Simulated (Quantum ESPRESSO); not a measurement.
**Zr2BAs: zone-centre phonons under several settings**

```xyz
4
Lattice="3.8079 0.0000 0.0000 0.0000 3.8079 0.0000 0.0000 0.0000 4.5924" Properties=species:S:1:pos:R:3 pbc="T T T"
Zr    1.9040    0.0000    3.0932
Zr    0.0000    1.9040    3.0932
B     1.9040    1.9040    1.6597
As    1.9040    1.9040    4.4280
```

The cell was built by a generator and needn't be a form met in nature.

All runs used Quantum ESPRESSO 7.5; potentials GBRV 1.5 PBEsol; k mesh 5 × 5 × 4; no spin polarisation; cutoff 612 eV; occupations cold, width 0.2 eV.

```csv
level,geometry,volume (Å³/atom),pressure (GPa),lowest optical mode without the field (cm⁻¹),highest optical mode without the field (cm⁻¹)
PBEsol,relaxed at -3 GPa,23.02,-3.0,121,625
PBEsol,relaxed at 0 GPa,22.22,0.0,125,662
PBEsol,relaxed at 3 GPa,?,3.0,?,?
PBEsol,relaxed at 8 GPa,20.58,8.0,129,745
PBEsol,relaxed at 15 GPa,19.49,15.0,131,809
```

Problem. What stands in the row left open?

Solution. Volume 21.54 Å³/atom; lowest optical mode without the field 127 cm⁻¹; highest optical mode without the field 695 cm⁻¹.

Caveats: the mesh is thin for the phonons of a metal; the volume moved by over 15 % at a fixed basis, so the end points are rough; the cell is more than 3 GPa from zero pressure, which shifts response properties (some runs).

For the row left open. Caveat: the k mesh is coarse; the mesh is thin for the phonons of a metal; the volume moved by over 15 % at a fixed basis, so the end points are rough; the cell is more than 3 GPa from zero pressure, which shifts response properties.
